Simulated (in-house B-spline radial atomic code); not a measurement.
**Xe⁴⁺: ionisation energy by several methods**

An exercise on one series of results from a longer session: the logs are not shown, and one member is left open.

The numbers are computed with in-house B-spline radial atomic code version 1 (scalar-relativistic (X2C), several functionals, spin-polarised; spherical all-electron atom at the radial basis limit), except any that are marked as measured or tabulated.

## What is computed

| Item | Value |
| --- | --- |
| element | xenon (Z = 54) |
| charge | +4 |
| electrons | 50 |
| configuration | [Kr] 4d10 5s2 5p2 |
| nucleus | Fermi, rms radius 4.786 fm |

Outer shells as boxes (Hund's rule):

[Kr] 4d10 5s2 5p2
```
[Kr] core
4d [↑↓][↑↓][↑↓][↑↓][↑↓]
5s [↑↓]
5p [↑ ][↑ ][  ]
```

Where spins are not typed, each open shell is filled with up spins first.

Set-up of the first run:

The run's settings:

```ini
Z = 54
electrons = 50.0
configuration = [Kr] 4d10 5s2 5p2
hamiltonian = x2c
method = am05
spin_polarised = True
nucleus = fermi
rms_radius = 4.7859
mass_number = 132
atomic_mass = 131.90415508346
speed_of_light = 137.035999084
```

Among the steps run: AM05; SCAN; TPSS; M06-L; PW91; r2SCAN.

One table of the session follows, with a row left open; its other results are not shown here.

| method | ΔSCF (eV) |
| --- | --- |
| AM05 | ? |
| PW91 | 54.330 |
| SCAN | 54.513 |
| TPSS | 54.226 |
| M06-L | 53.810 |
| r2SCAN | 54.495 |

Estimate the missing values for AM05.

**Answer.** ΔSCF (eV): 54.282. In the column «ΔSCF (eV)» it lies between TPSS (54.226) and PW91 (54.330).
